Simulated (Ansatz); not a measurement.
# GaH2N: the cost of one run

Program: Ansatz 0.2.0, Gaussian basis. Level of theory: cc-pVTZ, core rule «outside noble gas», up to 15 orbitals frozen. These are calculated values, not measurements.

Plan: UHF; CCSD(T) on ROHF; CCSD(T) on UHF; BCCD(T) on ROHF; CCSDT(Q) on ROHF; CCSDT(Q) on UHF.

7 further runs of the same task are left out: 4 for a known fault of the program, 3 set aside as unsound or not needed.

## Step 1: The geometry

The geometry is a PBE0/def2-TZVP stationary point (not a proven minimum) of the parent state, kept for this charge and spin. No spin-orbit coupling is included. The filled d shell of Ga may be among the frozen orbitals whatever the setting's name suggests; the logs give the count.

4 atoms, charge 0, spin multiplicity 3.

Atoms are counted from 1 here; the program's logs count them from 0.

Bond lengths: N1–Ga2 1.870 Å, N1–H3 1.011 Å, N1–H4 1.011 Å. Angles: Ga2–N1–H3 125.2°, Ga2–N1–H4 125.2°, H3–N1–H4 109.5°.

Coordinates:

```xyz
4
charge 0, multiplicity 3
N     0.00000    0.00000    1.50680
Ga    0.00000    0.00000   -0.36313
H     0.00000    0.82577    2.09016
H     0.00000   -0.82577    2.09016
```

## Step 2: UHF

The input, in.yaml:

```yaml
crystal:
  periodic: [false, false, false]
  atoms:
    - {symbol: N, position_ang: [0.000000, 0.000000, 1.506801]}
    - {symbol: Ga, position_ang: [0.000000, 0.000000, -0.363134]}
    - {symbol: H, position_ang: [0.000000, 0.825767, 2.090162]}
    - {symbol: H, position_ang: [0.000000, -0.825767, 2.090162]}
basis:
  gaussian: {orbitals: cc-pVTZ}
magnetization: {spin_polarized: true, initial_magnetization: 2}
hamiltonian: {xc: hf}
output: {orbitals: {seedname: orbitals}}
```

Command:

```
$ ansatz run in.yaml --threads 1 --pin off --events-out ev --progress --plain --max-ram 4096MiB --backend cpu
```

**Question.** How long does this run take on 1 thread of AMD EPYC 7R13, shared host, and how much memory does it need?

About 5.5 s, with a peak of 0.28 GiB.
